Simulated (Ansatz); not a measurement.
**AlF₄− (SMILES [F-].F[Al](F)F): molecular dynamics**

Aim: follow the atoms for 80 steps of 1.0 fs at constant energy, with velocities drawn for 500 K.

Method: PBE0-D4/def2-SVPD; program: Ansatz 0.2.0, Gaussian basis.

## Step 1: The starting structure

The start, a pair relaxed at PBE0-D4: 5 atoms, charge -1, spin multiplicity 1.

Atoms are counted from 1 here; the program's logs count them from 0.

Bond lengths: F1–Al3 1.689 Å, F2–Al3 1.689 Å, Al3–F4 1.689 Å, Al3–F5 1.689 Å. Angles: F1–Al3–F2 109.5°, F1–Al3–F4 109.5°, F1–Al3–F5 109.5°, F2–Al3–F4 109.5°, F2–Al3–F5 109.5°, F4–Al3–F5 109.5°.

Geometry (Å):

```
F    -0.4860   -0.2856   -1.5921
F     1.2331   -1.0773    0.4140
Al    0.0000    0.0000    0.0000
F     0.5666    1.5849    0.1400
F    -1.3136   -0.2220    1.0381
```

## Step 2: Dynamics

The input, md/in.yaml:

```yaml
crystal:
  periodic: [false, false, false]
  atoms:
    - {symbol: F, position_ang: [-0.485992, -0.285565, -1.592108]}
    - {symbol: F, position_ang: [1.233097, -1.077346, 0.414020]}
    - {symbol: Al, position_ang: [0.000020, -0.000001, 0.000001]}
    - {symbol: F, position_ang: [0.566608, 1.584909, 0.140014]}
    - {symbol: F, position_ang: [-1.313633, -0.221999, 1.038074]}
basis:
  gaussian: {orbitals: def2-SVPD}
total_charge: -1
hamiltonian: {xc: pbe0, dispersion: d4}
md: {n_steps: 80, timestep: 1.0, temperature: 500, ensemble: nve, seed: 331, initial_velocities: maxwell_boltzmann}
```

On the command line:

```
ansatz run in.yaml --threads 4 --pin off --events-out ev --progress --plain --max-ram 9574MiB
```

The log of the run, shortened:

```text
Functional definition: PBE0
  name "PBE0"
  cite "Adamo & Barone, J. Chem. Phys. 110, 6158 (1999) doi:10.1063/1.478522"
  cite "Perdew, Burke & Ernzerhof, Phys. Rev. Lett. 77, 3865 (1996) doi:10.1103/PhysRevLett.77.3865"
  parent pbe
[...]
985 factors; their error is unknown
[...]
mean field -17452.24599903 eV, -641.3582109072 hartree, gradient 2.8e-5 eV, S^2 0.000000; 0 other end points of the search recorded, 0 dependent functions left out
[...]
reference -17452.24603091 eV, -641.3582120787 hartree; 25, 25 occupied and 91, 91 virtual orbitals, 985 factors
md step     0: t =     0.00 fs  T =   500.0 K  F+E_penalty+E_count = -17452.31509940 eV  E_kin = 0.193890 eV  conserved = -17452.12120940 eV  (24 SCF iters)
[...]
md step    20: t =    20.00 fs  T =   140.2 K  F+E_penalty+E_count = -17452.17536980 eV  E_kin = 0.054357 eV  conserved = -17452.12101306 eV  (25 SCF iters)
[...]
md step    40: t =    40.00 fs  T =   255.8 K  F+E_penalty+E_count = -17452.22037599 eV  E_kin = 0.099213 eV  conserved = -17452.12116253 eV  (26 SCF iters)
[...]
md step    60: t =    60.00 fs  T =   475.2 K  F+E_penalty+E_count = -17452.30555991 eV  E_kin = 0.184284 eV  conserved = -17452.12127611 eV  (25 SCF iters)
[...]
md step    79: t =    79.00 fs  T =   122.7 K  F+E_penalty+E_count = -17452.16855520 eV  E_kin = 0.047575 eV  conserved = -17452.12098008 eV  (26 SCF iters)
[...]
md step    80: t =    80.00 fs  T =   132.9 K  F+E_penalty+E_count = -17452.17254329 eV  E_kin = 0.051547 eV  conserved = -17452.12099643 eV  (24 SCF iters)
Total energy: -17452.17257606 eV, -641.3555126629 hartree
Atom 0 at    -0.597095    -0.241931    -1.636350 Å, force     0.855974    -0.089582     0.995290 eV/Å
Atom 1 at     1.307846    -1.151127     0.517254 Å, force    -0.711948     0.750072    -0.543959 eV/Å
Atom 2 at     0.060972    -0.028617    -0.003549 Å, force    -0.659807     0.250046    -0.416831 eV/Å
Atom 3 at     0.533786     1.642442     0.125952 Å, force     0.160961    -0.772206    -0.057351 eV/Å
Atom 4 at    -1.331021    -0.208745     0.998185 Å, force     0.354820    -0.138330     0.022851 eV/Å
Dipole moment:     0.140712    -0.063627     0.005301 e Å
```

It took 92 s on 4 threads of Arm Neoverse V1, shared host.

## Step 3: Frames and traces

Every 5 steps:

```
time (fs)  T (K)  potential (meV)  potential + kinetic (meV)  F1–Al3 (Å)  Al3–F5 (Å)  F2–Al3 (Å)
     0.00    500              0.0                        0.0       1.689       1.689       1.689
     5.00    518             -7.0                        0.0       1.685       1.724       1.702
    10.00    418             32.0                        0.1       1.694       1.753       1.718
    15.00    266             91.0                        0.1       1.716       1.768       1.729
    20.00    140            139.7                        0.2       1.741       1.768       1.732
    25.00     97            156.3                        0.2       1.758       1.754       1.726
    30.00    140            139.5                        0.1       1.760       1.733       1.712
    35.00    215            110.6                        0.1       1.743       1.711       1.696
    40.00    256             94.7                        0.0       1.711       1.695       1.684
    45.00    249             97.6                        0.1       1.676       1.688       1.681
    50.00    265             91.4                        0.2       1.656       1.690       1.686
    55.00    373             49.3                        0.1       1.661       1.698       1.697
    60.00    475              9.5                       -0.1       1.692       1.709       1.709
    65.00    427             28.3                        0.0       1.733       1.720       1.723
    70.00    264             91.7                        0.1       1.767       1.728       1.736
    75.00    135            142.0                        0.2       1.782       1.730       1.749
    80.00    133            142.6                        0.2       1.773       1.724       1.757
```

Energies count from the start.

Positions (Å) and forces (eV/Å) at 32.00 fs:

```xyz
5

F    -0.485   -0.288   -1.641   -0.067    0.271    0.884
F     1.232   -1.000    0.431    0.049   -0.338    0.165
Al   -0.062    0.037    0.031    0.501   -0.350   -0.940
F     0.717    1.579    0.087   -0.711   -0.053    0.166
F    -1.376   -0.344    1.079    0.227    0.470   -0.275
```

Positions (Å) and forces (eV/Å) at 80.00 fs:

```xyz
5

F    -0.597   -0.242   -1.636    0.856   -0.090    0.995
F     1.308   -1.151    0.517   -0.712    0.750   -0.544
Al    0.061   -0.029   -0.004   -0.660    0.250   -0.417
F     0.534    1.642    0.126    0.161   -0.772   -0.057
F    -1.331   -0.209    0.998    0.355   -0.138    0.023
```

## Step 4: Outcome

```
                                                 quantity              value
                                                   length  80 steps, 80.0 fs
                                 temperature at the start              500 K
                            mean temperature, second half              295 K
lowest and highest potential energy, from the first frame    -10 and 156 meV
                    largest change of potential + kinetic            0.2 meV
```

With no thermostat the total energy should stay fixed; it holds within 0.2 meV, small beside the kinetic energy, so the time step serves. With 5 atoms the instant temperature spans 97 to 527 K. No bond breaks or forms, judged by distance.
